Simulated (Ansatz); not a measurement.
Write a Python script for Ansatz 0.2.0, Python API that makes a rigid scan of one bond length of CH₂O₂Si, SMILES O=C1O[SiH2]1. Level of theory (for the species named): B3LYP, cc-pVDZ basis, multiplicity 1.

The script reads `ch2o2si.xyz`:
```text
6

O     1.32440   -1.58210    0.93380
C     0.45130   -0.86630    0.36490
O    -0.71260   -0.94920   -0.29780
Si   -0.02770    0.69550   -0.14260
H     0.13180    1.18140   -1.53910
H    -1.12510    1.45660    0.63460
```

`run_scan.py`:
```python
import ansatz as az
import numpy as np

ch2o2si = az.Crystal.molecule_from_extxyz('ch2o2si.xyz')

symbols = [site.symbol for site in ch2o2si.cartesian_sites]
start = np.array([site.position_ang for site in ch2o2si.cartesian_sites])
axis = (start[0] - start[1]) / np.linalg.norm(start[0] - start[1])
moving = [0]
lengths, energies = [1.113, 1.163, 1.214, 1.264, 1.315, 1.365, 1.416, 1.492], []
for length in lengths:
    xyz = start.copy()
    xyz[moving] += (length - np.linalg.norm(start[0] - start[1])) * axis
    point = az.Crystal.molecule()
    for symbol, place in zip(symbols, xyz):
        point = point.atom(symbol, place.tolist())
    setup = (
        point.calculation()
        .basis(gaussian='cc-pVDZ')
        .functional('b3lyp')
    )
    data = setup.run(threads=1, pin='off').report
    energies.append(data['free_energy_ev'])
    print(f'r = {length:6.3f} A  E = {energies[-1]:.5f} eV  <S^2> = {abs(data["mean_field"]["state"]["spin_squared"]):.3f}')

fit = np.polynomial.Polynomial.fit(lengths, np.array(energies) - min(energies), 4).convert()
roots = [r.real for r in fit.deriv().roots() if abs(r.imag) < 1e-9 and fit.deriv(2)(r.real) > 0]
r_e = min(roots, key=lambda r: abs(r - lengths[int(np.argmin(energies))]))
print(f'minimum of the fit at {r_e:.4f} A, force constant {fit.deriv(2)(r_e):.2f} eV/A^2')
```

```console
$ python run_scan.py
r =  1.113 A  E = -13039.97405 eV  <S^2> = 0.000
r =  1.163 A  E = -13040.28691 eV  <S^2> = 0.000
r =  1.214 A  E = -13040.32542 eV  <S^2> = 0.000
r =  1.264 A  E = -13040.16776 eV  <S^2> = 0.000
r =  1.315 A  E = -13039.86890 eV  <S^2> = 0.000
r =  1.365 A  E = -13039.48518 eV  <S^2> = 0.000
r =  1.416 A  E = -13039.03543 eV  <S^2> = 0.000
r =  1.492 A  E = -13038.30910 eV  <S^2> = 0.000
minimum of the fit at 1.1967 A, force constant 87.06 eV/A^2
```

Total energies depend on the basis set; only differences at equal settings carry meaning. The rest of the molecule is held rigid at a force-field or estimated start geometry, and the basis set is modest; single-reference methods fail as a bond breaks. b3lyp holds the VWN-RPA fit, as in Gaussian; the form of ORCA and Turbomole is b3lyp5. The orbitals are restricted, so S² is zero by construction. Toward dissociation an unrestricted state can lie under the restricted one, by tenths of an eV for polar bonds under a functional and by 1 to 2 eV or more for others. Finished in 14 s on 1 thread of Arm Neoverse V1, on a shared host, peak memory 0.19 GiB.
